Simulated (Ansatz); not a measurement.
# C2H8OSiTe: the cost of one run

Program: Ansatz 0.2.0. Level of theory: RKS revPBE/def2-SVP. These are calculated values, not measurements.

### 1 Starting point

Bond lengths: O1–C2 1.372 Å, C2–Te3 2.137 Å, C2–C4 1.494 Å, C4–Si5 1.889 Å, O1–H6 0.982 Å, C2–H7 1.137 Å, Te3–H8 1.769 Å, C4–H9 1.168 Å, C4–H10 1.053 Å, Si5–H11 1.443 Å, Si5–H12 1.489 Å, Si5–H13 1.515 Å. Angles (14 of 20 angles, heavy atoms first): O1–C2–Te3 107.8°, O1–C2–C4 115.7°, Te3–C2–C4 109.4°, C2–C4–Si5 113.1°, O1–C2–H7 108.8°, Te3–C2–H7 106.9°, C4–C2–H7 107.8°, C2–O1–H6 109.3°, C2–Te3–H8 90.9°, C2–C4–H9 106.7°, C2–C4–H10 113.7°, Si5–C4–H9 104.9°, Si5–C4–H10 109.0°, C4–Si5–H11 111.3°.

Coordinates:

```xyz
13

O    -0.1529    0.0912    1.8993
C     0.5836   -0.2929    0.8074
Te    1.4068   -2.2212    1.2201
C    -0.1559   -0.3359   -0.4901
Si   -0.8585    1.3423   -0.9993
H    -0.8642   -0.5662    2.0584
H     1.4596    0.4216    0.6856
H     2.3999   -2.1421   -0.2423
H    -1.0914   -1.0146   -0.3213
H     0.4098   -0.7271   -1.2878
H    -1.6202    1.2418   -2.2207
H     0.2978    2.2690   -1.1483
H    -1.7941    1.8994    0.0540
```

### 2 End point A

Input file input.yaml:

```yaml
crystal:
  periodic: [false, false, false]
  atoms:
    - { symbol: O, position_ang: [-0.1529, 0.0912, 1.8993] }
    - { symbol: C, position_ang: [0.5836, -0.2929, 0.8074] }
    - { symbol: Te, position_ang: [1.4068, -2.2212, 1.2201] }
    - { symbol: C, position_ang: [-0.1559, -0.3359, -0.4901] }
    - { symbol: Si, position_ang: [-0.8585, 1.3423, -0.9993] }
    - { symbol: H, position_ang: [-0.8642, -0.5662, 2.0584] }
    - { symbol: H, position_ang: [1.4596, 0.4216, 0.6856] }
    - { symbol: H, position_ang: [2.3999, -2.1421, -0.2423] }
    - { symbol: H, position_ang: [-1.0914, -1.0146, -0.3213] }
    - { symbol: H, position_ang: [0.4098, -0.7271, -1.2878] }
    - { symbol: H, position_ang: [-1.6202, 1.2418, -2.2207] }
    - { symbol: H, position_ang: [0.2978, 2.269, -1.1483] }
    - { symbol: H, position_ang: [-1.7941, 1.8994, 0.054] }
basis:
  gaussian: { orbitals: def2-SVP }
hamiltonian:
  xc: revpbe
relax:
  f_tol: 0.02
  max_steps: 50
output:
  orbitals: {}
```

Run with:

```bash
$ ansatz run input.yaml --threads 2 --pin off --max-ram 3072MiB --backend cpu --events-out ev --progress --plain --runs-dir out
```

What time and memory should one allow on 2 threads of Intel Xeon Platinum 8488C (Sapphire Rapids), shared host?

About 41 s, with a peak of 0.19 GiB.
